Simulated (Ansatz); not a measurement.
**CH₃NOSi: how energies converge with the basis set**

Aim: see how fast density functionals converge with the basis set for CH₃NOSi.

The runs use Ansatz 0.2.0, Gaussian basis; one geometry, several basis sets.

Levels to be run: PBE0-D4/def2-SVP; ωB97M-V/def2-SVP; PBE0-D4/def2-QZVPP; ωB97M-V/def2-QZVPP; the functionals' def2-TZVPP values are taken from earlier runs.

## (1) The relaxed structure

The geometry comes from an earlier relaxation with PBE0-D4 in a triple-zeta def2 set; it is a stationary point, not always the lowest conformer.

SMILES `O=C1N[SiH2]1`, 7 atoms, charge 0, spin multiplicity 1.

Atoms are counted from 1 here; the program's logs count them from 0.

Bond lengths: O1–C2 1.195 Å, C2–N3 1.356 Å, C2–Si4 1.871 Å, N3–Si4 1.741 Å, N3–H5 1.013 Å, Si4–H6 1.483 Å, Si4–H7 1.483 Å. Angles: O1–C2–N3 137.1°, O1–C2–Si4 159.9°, N3–C2–Si4 63.0°, C2–N3–Si4 73.1°, C2–N3–H5 130.4°, Si4–N3–H5 156.5°, C2–Si4–N3 43.9°, C2–Si4–H6 124.3°, C2–Si4–H7 124.3°, N3–Si4–H6 117.1°, N3–Si4–H7 117.1°, H6–Si4–H7 110.7°.

## (2) PBE0-D4 in def2-SVP

Contents of in.yaml:

```yaml
crystal:
  periodic: [false, false, false]
  atoms:
    - {symbol: O, position_ang: [-1.110295, -1.979368, 0.119265]}
    - {symbol: C, position_ang: [-0.528431, -0.938820, 0.044467]}
    - {symbol: N, position_ang: [0.528862, -0.345489, 0.652053]}
    - {symbol: Si, position_ang: [-0.071785, 0.781136, -0.531912]}
    - {symbol: H, position_ang: [1.136140, -0.681917, 1.389100]}
    - {symbol: H, position_ang: [-0.695742, 2.027291, -0.023465]}
    - {symbol: H, position_ang: [0.802551, 1.069266, -1.695208]}
basis:
  gaussian: {orbitals: def2-SVP}
hamiltonian: {xc: pbe0, dispersion: d4}
output: {orbitals: {seedname: orbitals}}
```

Command:

```sh
$ ansatz run in.yaml --threads 2 --pin off --events-out ev --progress --plain --max-ram 4352MiB
```

Further steps of the session: ωB97M-V in def2-SVP; PBE0-D4 in def2-QZVPP; ωB97M-V in def2-QZVPP.

Before running them: what should the planned runs give, taken together? Wanted: PBE0-D4: double and triple zeta above quadruple; ωB97M-V: double and triple zeta above quadruple.

**Answer**, as computed:

| quantity | value |
| --- | --- |
| PBE0-D4: double and triple zeta above quadruple | 8.70, 0.52 eV |
| ωB97M-V: double and triple zeta above quadruple | 8.82, 0.48 eV |

For PBE0-D4 the step from double to triple zeta gains 8.18 eV and the next only 0.52 eV. Total energies overstate the basis error of differences, where much of it tends to cancel. The LUMO of ωB97M-V is positive and keeps falling with the basis (1.24 to 0.41 eV): an unbound level that the basis holds in place.
